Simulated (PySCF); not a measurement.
**CH7AsSSi2: a look at the electrons**

For CH7AsSSi2, the scripts below probe its ring current by NICS, compute its lowest excited states, see where an electron leaves and enters and analyse its density (charges, bond critical points, surface potential).

Method: levels as typed in each script, gas phase, geometry from GFN2-xTB; program: PySCF 2.14.0.

### Step 1. Where the work starts

SMILES `C1[SiH2][AsH][SiH2]S1`, 12 atoms, charge 0, spin multiplicity 1.

Bond lengths: C1–Si2 1.917 Å, C1–S5 1.825 Å, C1–H6 1.091 Å, C1–H7 1.087 Å, Si2–As3 2.339 Å, Si2–H8 1.468 Å, Si2–H9 1.471 Å, As3–Si4 2.343 Å, As3–H10 1.504 Å, Si4–S5 2.157 Å, Si4–H11 1.460 Å, Si4–H12 1.470 Å. Angles: Si2–C1–S5 112.4°, Si2–C1–H6 111.5°, Si2–C1–H7 111.9°, S5–C1–H6 107.5°, S5–C1–H7 105.4°, H6–C1–H7 107.8°, C1–Si2–As3 104.1°, C1–Si2–H8 107.6°, C1–Si2–H9 106.4°, As3–Si2–H8 115.5°, As3–Si2–H9 113.6°, H8–Si2–H9 108.9°, Si2–As3–Si4 91.1°, Si2–As3–H10 93.4°, Si4–As3–H10 93.1°, As3–Si4–S5 109.2°, As3–Si4–H11 117.0°, As3–Si4–H12 110.6° and more.

Coordinates:

```xyz
12
charge 0, multiplicity 1
C    -1.4979    1.2546   -0.5216
Si    0.2174    1.7048    0.2066
As    1.4899   -0.2355   -0.0872
Si   -0.4386   -1.5645   -0.0097
S    -2.1691   -0.2903    0.1809
H    -1.4518    1.1303   -1.6048
H    -2.2424    2.0164   -0.3067
H     0.0130    2.1219    1.5992
H     0.7090    2.8540   -0.5684
H     1.7552   -0.3929    1.3844
H    -0.5640   -2.4865    1.1157
H    -0.5977   -2.3179   -1.2617
```

### Step 2. Ring currents (PBE0/def2-svp)

Contents of input.py:

```python
import numpy as np
from pyscf import gto, scf, dft
from pyscf.prop import nmr
from pyscf.data import nist

def solve(mol, dm0=None, hcore=None):
    mf = (dft.UKS if mol.spin else dft.RKS)(mol, xc='pbe0')
    mf.grids.level = 3
    mf.conv_tol, mf.max_cycle = 1e-8, 80
    if hcore is not None:
        mf.get_hcore = lambda *args: hcore
    mf.kernel(dm0)
    if not mf.converged:
        mf = mf.newton().run(mf.mo_coeff, mf.mo_occ, max_cycle=30)
    assert mf.converged, 'SCF not converged'
    return mf

mol = gto.M(atom='''
C     -1.49787     1.25461    -0.52156
Si     0.21738     1.70485     0.20656
As     1.48994    -0.23553    -0.08722
Si    -0.43856    -1.56452    -0.00975
S     -2.16910    -0.29031     0.18090
H     -1.45183     1.13029    -1.60482
H     -2.24245     2.01638    -0.30674
H      0.01298     2.12188     1.59917
H      0.70902     2.85405    -0.56841
H      1.75524    -0.39286     1.38445
H     -0.56397    -2.48651     1.11574
H     -0.59772    -2.31787    -1.26170
''', basis='def2-svp', charge=0, spin=0, verbose=4)
mf = solve(mol)
vxc = nmr.rks.get_vxc_giao  # smaller grid blocks
nmr.rks.get_vxc_giao = lambda *a, **k: vxc(*a, **{**k, 'max_memory': 300})
calc = nmr.RKS(mf)
calc.cphf = True
nuclei = calc.kernel()
mo1 = calc.mo10
# ring centres and points 1 angstrom above and below them
points = np.array([
    [-0.4796, 0.1738, -0.0462],
    [-0.5038, 0.2156, 0.9526],
    [-0.4555, 0.1320, -1.0450],
]) / nist.BOHR
mol.atom_coord = lambda i, unit='Bohr': points[i]
idx = range(len(points))
sigma = (calc.dia(shielding_nuc=idx) + calc.para(mo10=mo1, shielding_nuc=idx)[0]) * nist.ALPHA**2 * 1e6
for p, t in zip(points, sigma):
    print('NICS at %8.4f %8.4f %8.4f  %8.2f ppm' % (*(p * nist.BOHR), -t.trace() / 3))
occ = mf.mo_coeff[:, mf.mo_occ > 0]
dm1 = np.array([mf.mo_coeff @ (2 * x) @ occ.T for x in mo1])
np.savez('result.npz', sigma=sigma, nuclei=nuclei, dm0=mf.make_rdm1(), dm1=dm1, e=mf.e_tot, eps=mf.mo_energy, occ=mf.mo_occ)
```

Launch:

```
> OMP_NUM_THREADS=1 python input.py
```

### Step 4. Excited states (PBE/def2-svp)

Contents of input.py:

```python
import numpy as np
from pyscf import gto, scf, dft, tdscf
from pyscf.scf import atom_ks, atom_hf
from scipy.linalg import block_diag

def solve(mol, dm0=None, hcore=None):
    mf = (dft.UKS if mol.spin else dft.RKS)(mol, xc='pbe')
    mf.grids.level = 3
    mf = mf.density_fit(auxbasis='def2-universal-jkfit')
    mf.conv_tol, mf.max_cycle = 1e-8, 80
    if hcore is not None:
        mf.get_hcore = lambda *args: hcore
    mf.kernel(dm0)
    if not mf.converged:
        mf = mf.newton().run(mf.mo_coeff, mf.mo_occ, max_cycle=30)
    assert mf.converged, 'SCF not converged'
    return mf

mol = gto.M(atom='''
C     -1.49787     1.25461    -0.52156
Si     0.21738     1.70485     0.20656
As     1.48994    -0.23553    -0.08722
Si    -0.43856    -1.56452    -0.00975
S     -2.16910    -0.29031     0.18090
H     -1.45183     1.13029    -1.60482
H     -2.24245     2.01638    -0.30674
H      0.01298     2.12188     1.59917
H      0.70902     2.85405    -0.56841
H      1.75524    -0.39286     1.38445
H     -0.56397    -2.48651     1.11574
H     -0.59772    -2.31787    -1.26170
''', basis='def2-svp', charge=0, spin=0, verbose=4)
mf = solve(mol)
td = mf.TDA()
td.nstates, td.singlet, td.conv_tol = 6, True, 1e-5
td.kernel()
td.analyze()
x, y = np.array([p[0] for p in td.xy]), np.array([p[1] + 0 * p[0] for p in td.xy])
f, mu = td.oscillator_strength(), td.transition_dipole()
nto = [td.get_nto(state=i + 1, verbose=4) for i in range(len(td.e))]
# spherically averaged free atoms, for the promolecule
atm = atom_ks.get_atm_nrks(mol, xc='pbe')
pro = block_diag(*[(atm[a[0]][2] * atm[a[0]][3]) @ atm[a[0]][2].T for a in mol._atom])
np.savez('result.npz', e=td.e, f=f, ok=td.converged, w=[n[0] for n in nto], nto=[n[1] for n in nto], x=x, y=y, c=mf.mo_coeff, occ=mf.mo_occ, eps=mf.mo_energy, pro=pro, mu=mu)
```

### Step 6. Removing and adding an electron (B3LYP/def2-svp)

Contents of input.py:

```python
import numpy as np
from pyscf import gto, scf, dft
from pyscf.scf import atom_ks, atom_hf
from scipy.linalg import block_diag

def solve(mol, dm0=None, hcore=None):
    mf = (dft.UKS if mol.spin else dft.RKS)(mol, xc='b3lyp')
    mf.grids.level = 3
    mf = mf.density_fit(auxbasis='def2-universal-jkfit')
    mf.conv_tol, mf.max_cycle = 1e-8, 80
    if hcore is not None:
        mf.get_hcore = lambda *args: hcore
    mf.kernel(dm0)
    if not mf.converged:
        mf = mf.newton().run(mf.mo_coeff, mf.mo_occ, max_cycle=30)
    assert mf.converged, 'SCF not converged'
    return mf

mol = gto.M(atom='''
C     -1.49787     1.25461    -0.52156
Si     0.21738     1.70485     0.20656
As     1.48994    -0.23553    -0.08722
Si    -0.43856    -1.56452    -0.00975
S     -2.16910    -0.29031     0.18090
H     -1.45183     1.13029    -1.60482
H     -2.24245     2.01638    -0.30674
H      0.01298     2.12188     1.59917
H      0.70902     2.85405    -0.56841
H      1.75524    -0.39286     1.38445
H     -0.56397    -2.48651     1.11574
H     -0.59772    -2.31787    -1.26170
''', basis='def2-svp', charge=0, spin=0, verbose=4)
mf = solve(mol)
out = dict(e0=mf.e_tot, dm0=mf.make_rdm1(), c=mf.mo_coeff, occ=mf.mo_occ, eps=mf.mo_energy)
for name, dq, spin in [('cation', 1, 1), ('anion', -1, 1)]:
    ion = mol.copy().set(charge=mol.charge + dq, spin=spin).build()
    mi = solve(ion)
    if spin and dq > 0 and mol.nao < 130:
        c, _, stable, _ = mi.stability(return_status=True)
        if not stable:
            mi = solve(ion, mi.make_rdm1(c, mi.mo_occ))
    print(name, 'vertical energy change / eV', (mi.e_tot - mf.e_tot) * 27.211386)
    out.update({'e_' + name: mi.e_tot, 'dm_' + name: mi.make_rdm1(), 's2_' + name: mi.spin_square()[0], 'eps_' + name: mi.mo_energy, 'occ_' + name: mi.mo_occ})
# spherically averaged free atoms, for the promolecule
atm = atom_ks.get_atm_nrks(mol, xc='b3lyp')
pro = block_diag(*[(atm[a[0]][2] * atm[a[0]][3]) @ atm[a[0]][2].T for a in mol._atom])
np.savez('result.npz', pro=pro, **out)
```

### Step 8. Density, bond paths and surface potential (B3LYP/def2-svpd)

Contents of input.py:

```python
import numpy as np
from pyscf import gto, scf, dft
from pyscf.scf import atom_ks, atom_hf
from scipy.linalg import block_diag

def solve(mol, dm0=None, hcore=None):
    mf = (dft.UKS if mol.spin else dft.RKS)(mol, xc='b3lyp')
    mf.grids.level = 3
    mf = mf.density_fit(auxbasis='def2-universal-jkfit')
    mf.conv_tol, mf.max_cycle = 1e-8, 80
    if hcore is not None:
        mf.get_hcore = lambda *args: hcore
    mf.kernel(dm0)
    if not mf.converged:
        mf = mf.newton().run(mf.mo_coeff, mf.mo_occ, max_cycle=30)
    assert mf.converged, 'SCF not converged'
    return mf

mol = gto.M(atom='''
C     -1.49787     1.25461    -0.52156
Si     0.21738     1.70485     0.20656
As     1.48994    -0.23553    -0.08722
Si    -0.43856    -1.56452    -0.00975
S     -2.16910    -0.29031     0.18090
H     -1.45183     1.13029    -1.60482
H     -2.24245     2.01638    -0.30674
H      0.01298     2.12188     1.59917
H      0.70902     2.85405    -0.56841
H      1.75524    -0.39286     1.38445
H     -0.56397    -2.48651     1.11574
H     -0.59772    -2.31787    -1.26170
''', basis='def2-svpd', charge=0, spin=0, verbose=4)
mf = solve(mol)
mf.analyze()
# spherically averaged free atoms, for the promolecule
atm = atom_ks.get_atm_nrks(mol, xc='b3lyp')
pro = block_diag(*[(atm[a[0]][2] * atm[a[0]][3]) @ atm[a[0]][2].T for a in mol._atom])
np.savez('result.npz', e=mf.e_tot, c=mf.mo_coeff, occ=mf.mo_occ, eps=mf.mo_energy, pro=pro, dip=mf.dip_moment(verbose=0), s2=mf.spin_square()[0])
```

(Steps that only read results are left out.)

What does the calculation give? Wanted: NICS(1)zz, 5-membered ring C1/Si2/As3/Si4/S5; lowest singlet excitation; vertical ionisation energy; vertical electron affinity; dipole moment; HOMO, LUMO.

The runs gave:

| quantity | value |
| --- | --- |
| NICS(1)zz, 5-membered ring C1/Si2/As3/Si4/S5 (PBE0/def2-svp) | -2.3 ppm |
| lowest singlet excitation (PBE/def2-svp) | 4.06 eV |
| vertical ionisation energy (B3LYP/def2-svp) | 8.56 eV |
| vertical electron affinity (B3LYP/def2-svp) | -0.99 eV |
| dipole moment (B3LYP/def2-svpd) | 1.24 D |
| HOMO, LUMO (B3LYP/def2-svpd) | -6.51, -1.06 eV |

In words: The 5-membered ring C1/Si2/As3/Si4/S5 is neither clearly shielded nor deshielded above its centre; in such a ring the values come largely from σ bonds and don't measure π aromaticity. The ionisation energy from two SCF runs, 8.56 eV, lies 2.2 eV above −ε(HOMO) = 6.36 eV of the same level, B3LYP/def2-svp, since self-interaction lifts this functional's HOMO. At B3LYP/def2-svpd: The highest Hirshfeld charge is on Si2 (+0.28 e), the lowest on C1 (−0.15 e). All values hold at the given geometry, in the gas phase.
